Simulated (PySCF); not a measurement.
# C5H3ClFN (2-Chloro-3-Fluoropyridine): the cost of one run

Programs: PySCF 2.14.0, with density-fitted response routines of our own. Each step states its level of theory. These are calculated values for one molecule, in the gas phase or a continuum, unless marked as measured. Atoms are numbered from 0 throughout.

## Step 1: Starting geometry

11 atoms, charge 0, multiplicity 1; geometry from: GFN2-xTB. The atoms were then displaced at random by about 0.01 Å, so the start is not that level's minimum.

Bonds of the start (Å): F0–C1 1.34, C1–C2 1.40, C2–C3 1.35, C3–C4 1.38, C4–N5 1.32, N5–C6 1.32, C6–Cl7 1.72, C6–C1 1.40, C2–H8 1.08, C3–H9 1.11, C4–H10 1.08.

## Step 2: Geometry optimisation at PBE0-D3(BJ)/def2-TZVP

Job settings and geometry (Å):

```
{"job": {"xc": "PBE0", "basis": "def2-TZVP", "d3": "d3bj", "grid": 2, "shake": 0.01, "kind": "geom"}, "charge": 0, "multiplicity": 1}
F      1.865240     1.725760     0.251270
C      0.910850     0.789410     0.113610
C     -0.442440     1.131930     0.044730
C     -1.320000     0.116600    -0.086620
C     -0.895620    -1.197220    -0.159840
N      0.385030    -1.505060    -0.091040
C      1.290250    -0.554350     0.041670
Cl     2.945510    -1.012860     0.112700
H     -0.713270     2.177660     0.130460
H     -2.409950     0.331910    -0.125350
H     -1.577510    -2.029610    -0.247260
```

Launch:

```console
OMP_NUM_THREADS=1 python probes_run.py task.json out
```

One launch serves the whole session: the jobs run in the order shown.

Q: Estimate the wall time and peak memory of this first job on 1 thread of Intel Xeon 6975P-C, shared host.

About 3.3 min, with a peak of 1.5 GiB.
